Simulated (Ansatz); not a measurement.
# CH₅AlBFO: how energies converge with the basis set

Aim: see how fast density functionals converge with the basis set for CH₅AlBFO.

Computed with Ansatz 0.2.0, Gaussian basis. Level: one geometry, several basis sets.

The runs, in order: PBE0-D4/def2-SVP; ωB97M-V/def2-SVP; PBE0-D4/def2-QZVPP; ωB97M-V/def2-QZVPP; the functionals' def2-TZVPP values are taken from earlier runs.

**1. The relaxed structure**

An earlier PBE0-D4 in a triple-zeta def2 set relaxation fixed the geometry.

SMILES `C[BH][Al]([OH])[F]`, 10 atoms, charge 0, spin multiplicity 1.

Atoms are counted from 1 here; the program's logs count them from 0.

Bond lengths: C1–B2 1.548 Å, C1–H6 1.091 Å, C1–H7 1.093 Å, C1–H8 1.108 Å, B2–Al3 2.136 Å, B2–H9 1.201 Å, Al3–O4 1.695 Å, Al3–F5 1.657 Å, O4–H10 0.956 Å. Angles: B2–C1–H6 116.9°, B2–C1–H7 115.2°, B2–C1–H8 101.4°, H6–C1–H7 110.7°, H6–C1–H8 105.7°, H7–C1–H8 105.2°, C1–B2–Al3 121.9°, C1–B2–H9 118.1°, Al3–B2–H9 119.9°, B2–Al3–O4 119.3°, B2–Al3–F5 123.4°, O4–Al3–F5 117.3°, Al3–O4–H10 124.1°.

**2. PBE0-D4 in def2-SVP**

The input, in.yaml:

```yaml
crystal:
  periodic: [false, false, false]
  atoms:
    - {symbol: C, position_ang: [-0.781295, 0.559744, 1.387687]}
    - {symbol: B, position_ang: [0.029315, 1.004149, 0.145482]}
    - {symbol: Al, position_ang: [0.803541, -0.406550, -1.259327]}
    - {symbol: O, position_ang: [0.570232, -2.062321, -0.984700]}
    - {symbol: F, position_ang: [1.639035, 0.028143, -2.623123]}
    - {symbol: H, position_ang: [-0.644513, -0.468771, 1.723430]}
    - {symbol: H, position_ang: [-0.751308, 1.250563, 2.234125]}
    - {symbol: H, position_ang: [-1.819420, 0.615209, 1.003944]}
    - {symbol: H, position_ang: [0.153214, 2.181234, -0.057177]}
    - {symbol: H, position_ang: [0.884198, -2.752500, -1.567341]}
basis:
  gaussian: {orbitals: def2-SVP}
hamiltonian: {xc: pbe0, dispersion: d4}
output: {orbitals: {seedname: orbitals}}
```

The runs that follow: ωB97M-V in def2-SVP; PBE0-D4 in def2-QZVPP; ωB97M-V in def2-QZVPP.

Before running them: what should the planned runs give, taken together? Wanted: PBE0-D4: double and triple zeta above quadruple; ωB97M-V: double and triple zeta above quadruple.

As calculated:

```
                                       quantity           value
PBE0-D4: double and triple zeta above quadruple  10.99, 0.61 eV
ωB97M-V: double and triple zeta above quadruple  11.21, 0.58 eV
```

**Reading.** For PBE0-D4 the step from double to triple zeta gains 10.39 eV and the next only 0.61 eV. Total energies overstate the basis error of differences, where much of it tends to cancel.
